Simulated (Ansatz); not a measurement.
**FGeH₇Si (built from SMILES [F][GeH3].[SiH4]): a reaction path by the nudged elastic band**

What path joins these two structures, and how high does it climb? Both ends were relaxed at PBE0-D4 in triple zeta.

Program: Ansatz 0.2.0, Gaussian basis. Level of theory: PBE0-D4/def2-SVP. These are calculated values, not measurements.

22 further runs of the same task are left out: 22 set aside as unsound or not needed.

## (1) The system as given

The first end: 10 atoms, charge 0, spin multiplicity 1.

Atoms are counted from 1 here; the program's logs count them from 0.

Bond lengths: Ge1–F2 1.746 Å, Ge1–H3 1.533 Å, Ge1–H4 1.533 Å, Ge1–H5 1.532 Å, H6–Si7 1.482 Å, Si7–H8 1.488 Å, Si7–H9 1.485 Å, Si7–H10 1.485 Å. Angles: F2–Ge1–H3 105.9°, F2–Ge1–H4 105.9°, F2–Ge1–H5 106.2°, H3–Ge1–H4 112.7°, H3–Ge1–H5 112.7°, H4–Ge1–H5 112.7°, H6–Si7–H8 109.2°, H6–Si7–H9 110.5°, H6–Si7–H10 110.5°, H8–Si7–H9 108.5°, H8–Si7–H10 108.5°, H9–Si7–H10 109.7°.

Coordinates:

```xyz
10
charge 0, multiplicity 1
Ge   -0.91179   -1.93338   -0.00748
F     0.62569   -1.21320    0.39954
H    -0.61894   -2.94988   -1.11657
H    -1.42064   -2.59242    1.27931
H    -1.80970   -0.78502   -0.47931
H     2.14486    1.40691    0.48257
Si    0.83176    1.88326   -0.01171
H     0.89246    3.35516   -0.21925
H    -0.23357    1.59045    0.98004
H     0.49996    1.23813   -1.30715
```

The second end:

```xyz
10
FGeH7Si
Ge   -1.0445   -0.8931   -0.2077
F     2.2543   -1.2203    0.9218
H    -0.2839   -1.8344   -1.1500
H    -1.0592   -1.4771    1.2105
H    -2.4930   -0.7502   -0.7050
H     2.0524   -0.3376    0.7262
Si   -0.0421    1.2662   -0.2052
H     1.3770    1.2070    0.2721
H    -0.7568    2.1931    0.7090
H    -0.0041    1.8464   -1.5717
```

## (2) The band at PBE0-D4/def2-SVP

Contents of neb/in.yaml:

```yaml
crystal:
  periodic: [false, false, false]
  atoms:
    - {symbol: Ge, position_ang: [-0.911791, -1.933382, -0.007481]}
    - {symbol: F, position_ang: [0.625685, -1.213202, 0.399537]}
    - {symbol: H, position_ang: [-0.618936, -2.949876, -1.116569]}
    - {symbol: H, position_ang: [-1.420638, -2.592422, 1.279312]}
    - {symbol: H, position_ang: [-1.809701, -0.785021, -0.479307]}
    - {symbol: H, position_ang: [2.144863, 1.406907, 0.482572]}
    - {symbol: Si, position_ang: [0.831761, 1.883260, -0.011711]}
    - {symbol: H, position_ang: [0.892464, 3.355158, -0.219246]}
    - {symbol: H, position_ang: [-0.233570, 1.590450, 0.980039]}
    - {symbol: H, position_ang: [0.499965, 1.238128, -1.307147]}
basis:
  gaussian: {orbitals: def2-SVP}
hamiltonian: {xc: pbe0, dispersion: d4}
neb:
  images: 5
  climbing: true
  max_iterations: 40
  initial_path: idpp
  final_atoms:
    - {symbol: Ge, position_ang: [-1.044545, -0.893117, -0.207713]}
    - {symbol: F, position_ang: [2.254255, -1.220331, 0.921850]}
    - {symbol: H, position_ang: [-0.283884, -1.834387, -1.149952]}
    - {symbol: H, position_ang: [-1.059174, -1.477098, 1.210466]}
    - {symbol: H, position_ang: [-2.493015, -0.750226, -0.705031]}
    - {symbol: H, position_ang: [2.052399, -0.337550, 0.726181]}
    - {symbol: Si, position_ang: [-0.042076, 1.266231, -0.205195]}
    - {symbol: H, position_ang: [1.377010, 1.206957, 0.272138]}
    - {symbol: H, position_ang: [-0.756773, 2.193070, 0.708991]}
    - {symbol: H, position_ang: [-0.004096, 1.846450, -1.571735]}
```

The run is started by

```sh
> ansatz run in.yaml --threads 4 --pin off --events-out ev --progress --plain --max-ram 9574MiB
```

The program printed:

```text
Functional definition: PBE0
  name "PBE0"
  cite "Adamo & Barone, J. Chem. Phys. 110, 6158 (1999) doi:10.1063/1.478522"
  cite "Perdew, Burke & Ernzerhof, Phys. Rev. Lett. 77, 3865 (1996) doi:10.1103/PhysRevLett.77.3865"
  parent pbe
  parameter a = 0.25
  parameter kappa = 0.804
  parameter beta = 0.06672455060314922
  exchange = (1 - a)*pbe_x(kappa = kappa, mu = beta*pi^2/3) + a*exact_x
  correlation = pbe_c(beta = beta)
1048 factors; integrals over basis functions are off by at most 3.2e-4 eV
mean field evaluation 1: about -67200.1512 eV, gradient 3.2e1 eV
mean field evaluation 2: about -67197.5812 eV, gradient 5.3e1 eV
mean field evaluation 4: about -67201.7439 eV, gradient 1.5e0 eV
mean field evaluation 8: about -67201.7542 eV, gradient 3.4e-2 eV
mean field -67201.75416612 eV, -2469.6189146197 hartree, gradient 1.6e-5 eV, S^2 0.000000; 0 other end points of the search recorded, 0 dependent functions left out
the calculation of the forces begins
reference -67201.75419687 eV, -2469.6189157499 hartree; 31, 31 occupied and 68, 68 virtual orbitals, 1048 factors
[... from here to the last solve, the lines of the solves are left out (117 solves) ...]
WARN: NEB end point (image 0): max|allowed force component| = 1.430e-1 eV/Å (the criterion of neb.relax_end_points is 1.000e-2). That is over neb.f_tol: it is no minimum, so the barrier can be far off. Relax it first
WARN: NEB end point (image 6): max|allowed force component| = 1.424e-1 eV/Å (the criterion of neb.relax_end_points is 1.000e-2). That is over neb.f_tol: it is no minimum, so the barrier can be far off. Relax it first
NEB iter   1: max|band force component| = 5.782e0 eV/Å  barrier→ = 6.3703 eV  barrier← = 6.0135 eV  Δτ_max = 0.2000 Å  (178 SCF iters)
NEB iter   2: max|band force component| = 4.429e0 eV/Å  barrier→ = 5.1835 eV  barrier← = 4.8267 eV  Δτ_max = 0.2000 Å  (150 SCF iters)
NEB iter   3: max|band force component| = 1.572e1 eV/Å  barrier→ = 4.0506 eV  barrier← = 3.6937 eV  Δτ_max = 0.1008 Å  (152 SCF iters)
NEB iter   4: max|band force component| = 2.479e0 eV/Å  barrier→ = 3.6311 eV  barrier← = 3.2743 eV  Δτ_max = 0.2000 Å  (141 SCF iters)
NEB iter   5: max|band force component| = 1.817e0 eV/Å  barrier→ = 3.0026 eV  barrier← = 2.6458 eV  Δτ_max = 0.2000 Å  (139 SCF iters)
NEB iter   6: max|band force component| = 1.216e0 eV/Å  barrier→ = 2.0952 eV  barrier← = 1.7384 eV  Δτ_max = 0.2000 Å  (130 SCF iters)
NEB iter   7: max|band force component| = 8.313e-1 eV/Å  barrier→ = 1.6999 eV  barrier← = 1.3431 eV  Δτ_max = 0.2000 Å  (133 SCF iters)
NEB iter   8: max|band force component| = 9.889e-1 eV/Å  barrier→ = 1.8200 eV  barrier← = 1.4632 eV  Δτ_max = 0.1003 Å  (131 SCF iters)
NEB iter   9: max|band force component| = 9.290e-1 eV/Å  barrier→ = 1.7842 eV  barrier← = 1.4274 eV  CI = image 4  Δτ_max = 0.2000 Å  (130 SCF iters)
NEB iter  10: max|band force component| = 1.102e0 eV/Å  barrier→ = 2.3424 eV  barrier← = 1.9856 eV  CI = image 4  Δτ_max = 0.1998 Å  (134 SCF iters)
NEB iter  11: max|band force component| = 4.585e-1 eV/Å  barrier→ = 2.2697 eV  barrier← = 1.9128 eV  CI = image 4  Δτ_max = 0.1266 Å  (133 SCF iters)
NEB iter  12: max|band force component| = 3.722e-1 eV/Å  barrier→ = 2.2497 eV  barrier← = 1.8929 eV  CI = image 4  Δτ_max = 0.0458 Å  (126 SCF iters)
NEB iter  13: max|band force component| = 2.930e-1 eV/Å  barrier→ = 2.2412 eV  barrier← = 1.8844 eV  CI = image 4  Δτ_max = 0.0191 Å  (109 SCF iters)
NEB iter  14: max|band force component| = 1.458e-1 eV/Å  barrier→ = 2.2371 eV  barrier← = 1.8803 eV  CI = image 4  Δτ_max = 0.0196 Å  (112 SCF iters)
NEB iter  15: max|band force component| = 8.072e-2 eV/Å  barrier→ = 2.2338 eV  barrier← = 1.8770 eV  CI = image 4  Δτ_max = 0.0322 Å  (110 SCF iters)
1047 factors; integrals over basis functions are off by at most 1.2e-3 eV
mean field evaluation 896: about -67200.8432 eV, gradient 1.3e1 eV
mean field -67201.37364624 eV, -2469.6049307723 hartree, gradient 5.9e-7 eV, S^2 0.000000; 0 other end points of the search recorded, 0 dependent functions left out
the calculation of the forces begins
reference -67201.37367307 eV, -2469.6049317581 hartree; 31, 31 occupied and 68, 68 virtual orbitals, 1047 factors
NEB iter  16: max|band force component| = 4.254e-2 eV/Å  barrier→ = 2.2328 eV  barrier← = 1.8759 eV  CI = image 4  CI's point: of a kind that is not told: the force calls were inconclusive, a negative curvature could not be distinguished from the path's own, the only one lies far off the path, or fixed occupations may fill a level only in part  Δτ_max = 0.0000 Å  (891 SCF iters)
Total energy: -67199.64454942 eV, -2469.5413876360 hartree
Atom 0 at    -0.347454    -1.306304     0.083005 Å, force     0.021992     0.046748     0.000185 eV/Å
Atom 1 at     1.582667    -1.036348     0.670534 Å, force    -0.001885     0.015909    -0.003297 eV/Å
Atom 2 at     0.102946    -2.275052    -1.010949 Å, force     0.007160    -0.014449    -0.019484 eV/Å
Atom 3 at    -0.701823    -1.895461     1.448720 Å, force    -0.006952    -0.007669     0.023191 eV/Å
Atom 4 at    -1.621804    -0.583335    -0.446173 Å, force    -0.029204    -0.015581    -0.007456 eV/Å
Atom 5 at     1.071236     0.013771     0.346753 Å, force    -0.025339    -0.025831    -0.004382 eV/Å
Atom 6 at     0.096567     1.418437    -0.181686 Å, force     0.007384     0.034860    -0.003162 eV/Å
Atom 7 at     1.197125     2.417689     0.029738 Å, force    -0.015343    -0.004577    -0.004263 eV/Å
Atom 8 at    -1.066591     1.795147     0.680130 Å, force     0.029651    -0.018691    -0.017204 eV/Å
Atom 9 at    -0.312768     1.451458    -1.620074 Å, force     0.012535    -0.010719     0.035871 eV/Å
Dipole moment:    -0.275598    -0.077073    -0.077966 e Å
```

It took 2.1 min on 4 threads of Arm Neoverse V2, shared host.

The last band:

```csv
image,path (Å),energy (eV),Ge1–Si7 (Å),F2–H6 (Å),Ge1–F2 (Å),H6–Si7 (Å)
0,0.00,0.000,4.20,3.03,1.75,1.48
1,1.02,0.054,4.17,2.66,1.75,1.49
2,2.05,0.091,3.94,2.36,1.75,1.49
3,3.07,0.589,3.36,1.84,1.77,1.49
4,4.09,2.233,2.77,1.21,2.04,1.79
5,5.24,0.680,2.43,0.93,2.71,2.34
6,6.38,0.357,2.38,0.93,3.50,2.80
```

The highest image, 4:

```
Ge   -0.3475   -1.3063    0.0830
F     1.5827   -1.0363    0.6705
H     0.1029   -2.2751   -1.0109
H    -0.7018   -1.8955    1.4487
H    -1.6218   -0.5833   -0.4462
H     1.0712    0.0138    0.3468
Si    0.0966    1.4184   -0.1817
H     1.1971    2.4177    0.0297
H    -1.0666    1.7951    0.6801
H    -0.3128    1.4515   -1.6201
```

## (3) What came out

| quantity | value |
| --- | --- |
| PBE0-D4/def2-SVP, 16 iterations | highest 2.233 eV (image 4), last end +0.357 eV |
| from earlier runs: barrier over the separately found saddle, CCSD(T)/def2-TZVPP | 2.516 eV |

The highest image lies 2.233 eV above the first end, and it climbed, so it estimates the saddle. The ends are not quite minima at this level (largest force component 0.14 eV/Å), which shifts the heights a little. The highest image is 0.283 eV below the CCSD(T) barrier in triple zeta, which comes from separate runs on the saddle.
